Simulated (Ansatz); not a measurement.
# SnO (SMILES [O]=[Sn]) at 6 levels

Wanted: a comparison of 6 runs (HF/STO-3G, PBE/STO-3G, PBE0/STO-3G, UPBE0/STO-3G, wB97X/STO-3G, RPA@PBE/STO-3G) of SnO. 

Program for the calculation: Ansatz 0.2.0.

55 further runs of the same task are left out: 20 that didn't finish, 35 set aside as unsound or not needed.

**1. The structure to begin with**

The species is SnO (2 atoms), meant as a singlet with charge 0. SMILES: `[O]=[Sn]`. The Sn2–O1 distance was set to 4.509 Å, away from the relaxed value.

**2. The energy at HF/STO-3G (run 1)**

molecule.yaml

```yaml
crystal:
  periodic: [false, false, false]
  atoms:
    - {symbol: O, position_ang: [0.000000, 0.000000, -2.705320]}
    - {symbol: Sn, position_ang: [0.000000, 0.000000, 1.803580]}
basis:
  gaussian:
    orbitals: STO-3G
hamiltonian:
  xc: hf
accuracy: high
```

Started as:

```bash
$ ansatz run molecule.yaml --threads 1 --pin off --max-ram 2610MiB --events-out events.jsonl --progress --plain --runs-dir runs
```

Log:

```text
Warning: RAYON_NUM_THREADS=1 ignored (pool sized by the plan → 1); use --threads N
Functional definition: HF
  name "HF"
  exchange = exact_x
  correlation = 0
522 factors; integrals over basis functions are off by at most 6.8e-9 eV
mean field evaluation 1: about -164232.4412 eV, gradient 5.3e0 eV
mean field evaluation 2: about -164232.4531 eV, gradient 5.3e0 eV
mean field evaluation 4: about -164232.3051 eV, gradient 6.5e0 eV
mean field evaluation 8: about -164269.5799 eV, gradient 9.2e-1 eV
mean field evaluation 16: about -164269.5823 eV, gradient 4.9e-2 eV
mean field evaluation 32: about -164269.5643 eV, gradient 2.4e-1 eV
mean field evaluation 64: about -164269.5898 eV, gradient 9.9e-3 eV
mean field -164269.58984498 eV, -6036.7960808759 hartree, gradient 3.0e-10 eV, S^2 0.000000; 5 other end points of the search recorded, 0 dependent functions left out
reference -164269.58984498 eV, -6036.7960808759 hartree; 29, 29 occupied and 3, 3 virtual orbitals, 522 factors
Total energy: -164269.58984498 eV, -6036.7960808759 hartree
```

Run time: 0.85 s. Hardware: 1 thread of Arm Neoverse V2, shared host.

**3. The energy at PBE/STO-3G (run 2)**

job.yaml

```yaml
crystal:
  periodic: [false, false, false]
  atoms:
    - {symbol: O, position_ang: [0.000000, 0.000000, -2.705320]}
    - {symbol: Sn, position_ang: [0.000000, 0.000000, 1.803580]}
basis:
  gaussian:
    orbitals: STO-3G
hamiltonian:
  xc: {name: PBE}
accuracy: high
```

Started as:

```bash
$ ansatz run job.yaml --threads 1 --pin off --max-ram 2610MiB --events-out events.jsonl --progress --plain --runs-dir runs
```

Log, shortened:

```text
Warning: RAYON_NUM_THREADS=1 ignored (pool sized by the plan → 1); use --threads N
Functional definition: PBE
  name "PBE"
[...]
522 factors; integrals over basis functions are off by at most 6.8e-9 eV
[...]
mean field -164314.07020465 eV, -6038.4307039439 hartree, gradient 3.0e-8 eV, S^2 0.000000; 10 other end points of the search recorded, 0 dependent functions left out
reference -164314.07020642 eV, -6038.4307040090 hartree; 29, 29 occupied and 3, 3 virtual orbitals, 522 factors
Total energy: -164314.07020642 eV, -6038.4307040090 hartree
```

It took 9.9 s on 1 thread of Arm Neoverse V2, shared host.

Runs 3 to 4 aren't shown in full; the table further down has their settings and results.

**4. The energy at wB97X/STO-3G (run 5)**

in.yaml

```yaml
crystal:
  periodic: [false, false, false]
  atoms:
    - symbol: O
      position_ang: [0.000000, 0.000000, -2.705320]
    - symbol: Sn
      position_ang: [0.000000, 0.000000, 1.803580]
basis:
  gaussian:
    orbitals: STO-3G
total_charge: 0
hamiltonian:
  xc: {name: wB97X}
accuracy: high
```

Started as:

```bash
$ ansatz run in.yaml --threads 1 --pin off --max-ram 2610MiB --events-out events.jsonl --progress --plain --runs-dir runs
```

Log, shortened:

```text
Warning: RAYON_NUM_THREADS=1 ignored (pool sized by the plan → 1); use --threads N
Functional definition: wB97X
  name "wB97X"
[...]
      + exact_x_lr(omega)
[...]
      + integral(e_c_pw_opposite_spin*poly(b97_u_opposite, 1, cos1, cos2, cos3, cos4))
522 factors; integrals over basis functions are off by at most 6.8e-9 eV
119 factors; integrals over basis functions are off by at most 1.6e-9 eV
[...]
mean field -164335.10882941 eV, -6039.2038591435 hartree, gradient 1.6e-9 eV, S^2 0.000000; 2 other end points of the search recorded, 0 dependent functions left out
reference -164335.10882800 eV, -6039.2038590914 hartree; 29, 29 occupied and 3, 3 virtual orbitals, 522 factors
Total energy: -164335.10882800 eV, -6039.2038590914 hartree
```

Wall time 16 s (1 thread of Arm Neoverse V2, shared host); peak memory 0.21 GiB.

**5. A single-point energy at RPA@PBE/STO-3G (run 6)**

run.yaml

```yaml
crystal:
  periodic: [false, false, false]
  atoms:
    - {symbol: O, position_ang: [0.000000, 0.000000, -2.705320]}
    - {symbol: Sn, position_ang: [0.000000, 0.000000, 1.803580]}
basis:
  gaussian: {orbitals: STO-3G}
hamiltonian: {xc: {name: PBE}}
correlation: {method: rpa, frozen_orbitals: {O: 1, Sn: 18}}
accuracy: high
```

Started as:

```bash
$ ansatz run run.yaml --threads 1 --pin off --max-ram 2610MiB --events-out events.jsonl --progress --plain --runs-dir runs
```

Log, shortened:

```text
Warning: RAYON_NUM_THREADS=1 ignored (pool sized by the plan → 1); use --threads N
Functional definition: PBE
  name "PBE"
[...]
522 factors; integrals over basis functions are off by at most 6.8e-9 eV
[...]
mean field -164314.07020465 eV, -6038.4307039439 hartree, gradient 3.5e-8 eV, S^2 0.000000; 11 other end points of the search recorded, 0 dependent functions left out; unrestricted orbitals would lower it
[...]
unrestricted determinant -164273.47306268 eV, -6036.9387864941 hartree, S^2 2.0000
19 core orbitals not correlated: weight in the atoms' cores, before any rotation towards them, 1.000 or more for the frozen orbitals, at most 0.000 for the correlated occupied ones
reference -164258.52447377 eV, -6036.3894359842 hartree; 10, 10 occupied and 3, 3 virtual orbitals, 522 factors
Total energy: -164278.50526323 eV, -6037.1237164535 hartree
```

Wall time 13 s (1 thread of Arm Neoverse V2, shared host); peak memory 0.15 GiB.

**6. All runs side by side**

| run | level | frozen core orbitals | energy (Eh) | wall time |
| --- | --- | --- | --- | --- |
| 1 | HF/STO-3G | – | -6036.796081 | 0.85 s |
| 2 | PBE/STO-3G | – | -6038.430704 | 9.9 s |
| 3 | PBE0/STO-3G | – | -6038.710297 | 5.4 s |
| 4 | UPBE0/STO-3G | – | -6038.886988 | 41 s |
| 5 | wB97X/STO-3G | – | -6039.203859 | 16 s |
| 6 | RPA@PBE/STO-3G | 19 | -6037.123716 | 13 s |

**7. Outcome**

| quantity | value |
| --- | --- |
| run 6: total energy | -6037.12372 Eh |
| run 6: RPA correlation energy (valence) | -734.3 mEh |

What this shows: Totals of different functionals can't be ranked against each other. In run 6 the log says that unrestricted orbitals would lower the reference, so the values rest on an unstable closed-shell determinant (other closed-shell runs at this shape may share the fault). In runs 1, 2, 3, 4, 5, 6 the basis is minimal, so the values are rough. In runs 1, 2, 3, 5, 6 a closed-shell determinant meets a far-stretched bond, which it describes badly. In runs 1, 2, 3, 4, 5, 6 relativity is left out where basis or elements ask for it. Spin contamination of the reference: run 4 ⟨S²⟩ = 2.00. Where it is this large, the reference is a mixture of spin states, and values that rest on it are in doubt. All runs together took 86 s, the longest 41 s.
